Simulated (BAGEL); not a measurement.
# AlSiH3OF2 (SMILES [F][Al]([F])[O][SiH3]): HF/3-21G (density fitting with qzvpp-jkfit)

What is the vertical singlet–triplet gap of AlSiH3OF2 at HF/3-21G (density fitting with qzvpp-jkfit)? 

Program for the calculation: BAGEL 1.2.2.

2 further runs of the same task are left out: 2 that didn't finish. Runs told in other sessions of the task aren't counted.

**1. The molecule**

AlSiH3OF2 has 8 atoms, charge 0, and is taken as a singlet. As SMILES, `[F][Al]([F])[O][SiH3]`. The shape is that of a PBE0-D4/def2-TZVP optimisation.

Bond lengths: F1–Al2 1.634 Å, Al2–F3 1.634 Å, Al2–O4 1.656 Å, O4–Si5 1.630 Å, Si5–H6 1.485 Å, Si5–H7 1.485 Å, Si5–H8 1.485 Å. Angles: F1–Al2–F3 117.9°, F1–Al2–O4 121.1°, F3–Al2–O4 121.1°, Al2–O4–Si5 178.6°, O4–Si5–H6 109.7°, O4–Si5–H7 109.8°, O4–Si5–H8 109.4°, H6–Si5–H7 109.2°, H6–Si5–H8 109.4°, H7–Si5–H8 109.3°.

**2. A single-point energy at HF/3-21G (density fitting with qzvpp-jkfit)**

input.json

```json
{ "bagel" : [

{
  "title" : "molecule",
  "basis" : "3-21g",
  "df_basis" : "qzvpp-jkfit",
  "angstrom" : true,
  "geometry" : [
    { "atom" : "F", "xyz" : [    1.804800,   -1.724100,    1.720400 ] },
    { "atom" : "Al", "xyz" : [    0.792000,   -1.595300,    0.444600 ] },
    { "atom" : "F", "xyz" : [    0.487500,   -2.943200,   -0.427700 ] },
    { "atom" : "O", "xyz" : [    0.097200,   -0.144800,    0.048300 ] },
    { "atom" : "Si", "xyz" : [   -0.610500,    1.263800,   -0.365200 ] },
    { "atom" : "H", "xyz" : [   -0.891200,    2.060200,    0.856600 ] },
    { "atom" : "H", "xyz" : [   -1.885900,    0.995600,   -1.077700 ] },
    { "atom" : "H", "xyz" : [    0.298200,    2.030600,   -1.255200 ] }
  ]
},
{
  "title" : "hf",
  "charge" : 0
},
{
  "title" : "print",
  "file" : "orbitals.molden",
  "orbitals" : true
}

]}
```

Command:

```
$ BAGEL_NUM_THREADS=1 BAGEL input.json > input.out
```

The program printed:

```text
* using 1 threads per process

  ===============================================================
  ===============================================================

  *** Geometry ***

  { "atom" : "F", "xyz" : [      3.410578,     -3.258077,      3.251085 ] },
  { "atom" : "Al", "xyz" : [      1.496663,     -3.014680,      0.840172 ] },
  { "atom" : "F", "xyz" : [      0.921241,     -5.561842,     -0.808236 ] },
  { "atom" : "O", "xyz" : [      0.183681,     -0.273632,      0.091274 ] },
  { "atom" : "Si", "xyz" : [     -1.153678,      2.388236,     -0.690128 ] },
  { "atom" : "H", "xyz" : [     -1.684124,      3.893214,      1.618739 ] },
  { "atom" : "H", "xyz" : [     -3.563835,      1.881411,     -2.036558 ] },
  { "atom" : "H", "xyz" : [      0.563516,      3.837278,     -2.371984 ] },

  Number of auxiliary basis functions:      541

  Since a DF basis is specified, we compute 2- and 3-index integrals:
    o Being stored without compression. Storage requirement is 0.015 GB

  Number of basis functions:       59
  Number of electrons      :       56

    * METHOD: MOLECULE                             0.16

  *** RHF ***

  === Nuclear Repulsion ===
   278.5982435354

      * DIIS with orbital gradients will be used.

  === RHF iteration (3-21g) ===
      0       -801.99623605          0.03138923           0.04
      1       -802.17402525          0.01874983           0.04
      2       -802.25166151          0.00106587           0.04
      3       -802.25210447          0.00054758           0.04
      4       -802.25218333          0.00005448           0.04
      5       -802.25218563          0.00001427           0.04
      6       -802.25218579          0.00000272           0.04
      7       -802.25218580          0.00000057           0.04
      8       -802.25218580          0.00000020           0.04
      9       -802.25218580          0.00000008           0.04
     10       -802.25218580          0.00000002           0.04
     11       -802.25218580          0.00000001           0.04
    * SCF iteration converged.

    * Permanent dipole moment:
           (    0.307119,    -0.612132,     0.176504) a.u.

    * METHOD: HF                                   0.60

    * METHOD: PRINT                                0.01

  ===============================================================
```

Run time: 0.98 s. Hardware: 1 thread of AMD EPYC 9R45 (Zen 5), shared host; peak memory 0.11 GiB.

**3. The triplet, same level**

job.json

```json
{ "bagel": [

{
  "title": "molecule",
  "basis": "3-21g",
  "df_basis": "qzvpp-jkfit",
  "angstrom": true,
  "geometry": [
    { "atom": "F", "xyz": [       1.804800,      -1.724100,       1.720400 ] },
    { "atom": "Al", "xyz": [       0.792000,      -1.595300,       0.444600 ] },
    { "atom": "F", "xyz": [       0.487500,      -2.943200,      -0.427700 ] },
    { "atom": "O", "xyz": [       0.097200,      -0.144800,       0.048300 ] },
    { "atom": "Si", "xyz": [      -0.610500,       1.263800,      -0.365200 ] },
    { "atom": "H", "xyz": [      -0.891200,       2.060200,       0.856600 ] },
    { "atom": "H", "xyz": [      -1.885900,       0.995600,      -1.077700 ] },
    { "atom": "H", "xyz": [       0.298200,       2.030600,      -1.255200 ] }
  ]
},

{
  "title": "uhf",
  "nopen": 2
},

{
  "title": "print",
  "file": "orbitals.molden",
  "orbitals": true
}

]}
```

Command:

```
$ BAGEL_NUM_THREADS=1 BAGEL job.json > job.out
```

The program printed:

```text
* using 1 threads per process

  ===============================================================
  ===============================================================

  *** Geometry ***

  { "atom" : "F", "xyz" : [      3.410578,     -3.258077,      3.251085 ] },
  { "atom" : "Al", "xyz" : [      1.496663,     -3.014680,      0.840172 ] },
  { "atom" : "F", "xyz" : [      0.921241,     -5.561842,     -0.808236 ] },
  { "atom" : "O", "xyz" : [      0.183681,     -0.273632,      0.091274 ] },
  { "atom" : "Si", "xyz" : [     -1.153678,      2.388236,     -0.690128 ] },
  { "atom" : "H", "xyz" : [     -1.684124,      3.893214,      1.618739 ] },
  { "atom" : "H", "xyz" : [     -3.563835,      1.881411,     -2.036558 ] },
  { "atom" : "H", "xyz" : [      0.563516,      3.837278,     -2.371984 ] },

  Number of auxiliary basis functions:      541

  Since a DF basis is specified, we compute 2- and 3-index integrals:
    o Being stored without compression. Storage requirement is 0.015 GB

  Number of basis functions:       59
  Number of electrons      :       56

    * METHOD: MOLECULE                             0.15

  *** Open-shell HF ***

  === Nuclear Repulsion ===
   278.5982435354

      * DIIS with orbital gradients will be used.

  === UHF iteration (3-21g) ===
      0       -801.53416381          0.06691955           0.08
      1       -801.71836514          0.05609054           0.08
      2       -801.82709909          0.04229842           0.08
      3       -801.95659310          0.00629137           0.09
      4       -801.96825557          0.00488344           0.08
      5       -801.98317499          0.00394127           0.08
      6       -801.99526693          0.00442868           0.08
      7       -801.99733140          0.00095440           0.08
      8       -801.99824398          0.00017545           0.09
      9       -801.99840731          0.00016598           0.08
     10       -801.99844723          0.00003519           0.08
     11       -801.99845405          0.00001757           0.08
     12       -801.99845497          0.00001404           0.08
     13       -801.99845561          0.00001019           0.08
     14       -801.99845589          0.00000736           0.09
     15       -801.99845598          0.00000659           0.08
     16       -801.99845603          0.00000638           0.08
     17       -801.99845608          0.00000623           0.08
     18       -801.99845619          0.00000601           0.08
     19       -801.99845625          0.00000591           0.08
     20       -801.99845633          0.00000581           0.08
     21       -801.99845653          0.00000550           0.09
     22       -801.99845700          0.00000470           0.08
     23       -801.99845746          0.00000374           0.08
     24       -801.99845783          0.00000273           0.08
     25       -801.99845796          0.00000159           0.08
     26       -801.99845801          0.00000101           0.08
     27       -801.99845802          0.00000057           0.08
     28       -801.99845802          0.00000039           0.08
     29       -801.99845802          0.00000026           0.08
     30       -801.99845802          0.00000014           0.08
     31       -801.99845802          0.00000008           0.08
     32       -801.99845802          0.00000006           0.09
     33       -801.99845802          0.00000006           0.08
     34       -801.99845802          0.00000005           0.08
     35       -801.99845802          0.00000005           0.08
     36       -801.99845802          0.00000005           0.08
     37       -801.99845802          0.00000005           0.08
     38       -801.99845802          0.00000004           0.08
     39       -801.99845802          0.00000004           0.09
     40       -801.99845802          0.00000004           0.08
     41       -801.99845802          0.00000003           0.08
     42       -801.99845802          0.00000003           0.08
     43       -801.99845802          0.00000002           0.08
     44       -801.99845802          0.00000001           0.09
     45       -801.99845802          0.00000001           0.09
    * SCF iteration converged.

    * S^2 (UHF) is 2.0064

    * Permanent dipole moment:
           (    1.018853,    -1.991096,     0.536752) a.u.

    * METHOD: UHF                                  3.89

    * METHOD: PRINT                                0.01

  ===============================================================
```

Wall time 4.5 s (1 thread of AMD EPYC 9R45 (Zen 5), shared host); peak memory 0.1 GiB.

**4. Outcome**

At HF/3-21G (density fitting with qzvpp-jkfit):

| quantity | value |
| --- | --- |
| singlet: total energy | -802.25219 Eh |
| singlet: dipole moment | 1.80 D |
| singlet: HOMO energy | -12.43 eV |
| singlet: LUMO energy | 2.62 eV |
| singlet: HOMO–LUMO gap | 15.05 eV |
| triplet: total energy | -801.99846 Eh |
| triplet: dipole moment | 5.85 D |
| triplet: ⟨S²⟩ | 2.006 |
| vertical energy of the triplet above the singlet | 6.904 eV |

**Reading.** At this shape the triplet lies 6.90 eV (159 kcal/mol) above the singlet.
